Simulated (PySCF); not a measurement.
# GeO with other numerical set-ups

The method stays; parts of the set-up, such as the basis or the Hamiltonian, are changed.

The runs use PySCF 2.14.0; method and basis as typed in the scripts.

1 further run of the same task is left out (it didn't finish).

**1. The starting structure**

GeO: 2 atoms, charge 0, spin multiplicity 1.

Bond lengths: Ge1–O2 1.672 Å.

**2. The run that the others are compared with**

input.py

```python
from pyscf import gto, scf

mol = gto.M(
    atom='Ge 0 0 0; O 0 0 1.672',
    basis='jorge-dzp',
    charge=0,
    spin=0,
    symmetry=True,
    verbose=4,
)
mf = scf.UHF(mol)
mf.kernel()
mf.dip_moment()
print('orbital energies (hartree):', [e[max(0, n-3):n+3].round(4) for e, n in zip(mf.mo_energy, mol.nelec)])
```

Run with:

```sh
OMP_NUM_THREADS=1 python input.py
```

The log of this run is left out.

Base result: E(SCF) = -2150.148708 Eh, 11 cycles, μ = 4.56 D.

The bond length is a typed value, not an optimised one.

**3. 6-31g**

Edit 1 changes basis set: jorge-dzp → 6-31g.

input.py

```python
from pyscf import gto, scf

mol = gto.M(
    atom='Ge 0 0 0; O 0 0 1.672',
    basis='6-31g',
    charge=0,
    spin=0,
    symmetry=True,
    verbose=4,
)
mf = scf.UHF(mol)
mf.kernel()
mf.dip_moment()
print('orbital energies (hartree):', [e[max(0, n-3):n+3].round(4) for e, n in zip(mf.mo_energy, mol.nelec)])
```

Run with:

```sh
OMP_NUM_THREADS=1 python input.py
```

**4. Density fitting def2-universal-jkfit**

Edit 2 changes density fitting: none → def2-universal-jkfit.

input.py: that of step 2 with these lines changed.

```diff
@@ -11,2 +11,3 @@
 mf = scf.UHF(mol)
+mf = mf.density_fit(auxbasis='def2-universal-jkfit')
 mf.kernel()
```

**5. Spin-free X2C on**

Edit 3 changes spin-free X2C: off → on.

input.py: that of step 2 with these lines changed.

```diff
@@ -11,2 +11,3 @@
 mf = scf.UHF(mol)
+mf = mf.sfx2c1e()
 mf.kernel()
```

**Question.** What will these runs give? Wanted: for each run, E(SCF); from base; gap; SCF dipole.

The runs gave:

| run | E(SCF) (hartree) | from base (eV) | cycles | gap (eV) | SCF dipole (D) | functions |
| --- | --- | --- | --- | --- | --- | --- |
| base | -2150.148708 | 0 | 11 | 12.45 | 4.56 | 58 |
| 6-31g | -2149.843243 | +8.3121 | 12 | 12.05 | 4.45 | 36 |
| density fitting def2-universal-jkfit | -2150.148622 | +0.0024 | 11 | 12.45 | 4.56 | 58 |
| spin-free X2C on | -2170.063808 | -541.9175 | 11 | 12.51 | 4.62 | 58 |

**Reading.** Of the runs whose energies can be compared, “spin-free X2C on” moves the SCF energy most (-541.917 eV). 6-31g (36 functions) gives an energy 8.31 eV higher than jorge-dzp (58). Scalar relativity lowers the total energy by 541.92 eV, nearly all of it in the inner shells; a basis contracted without relativity catches only part of it.
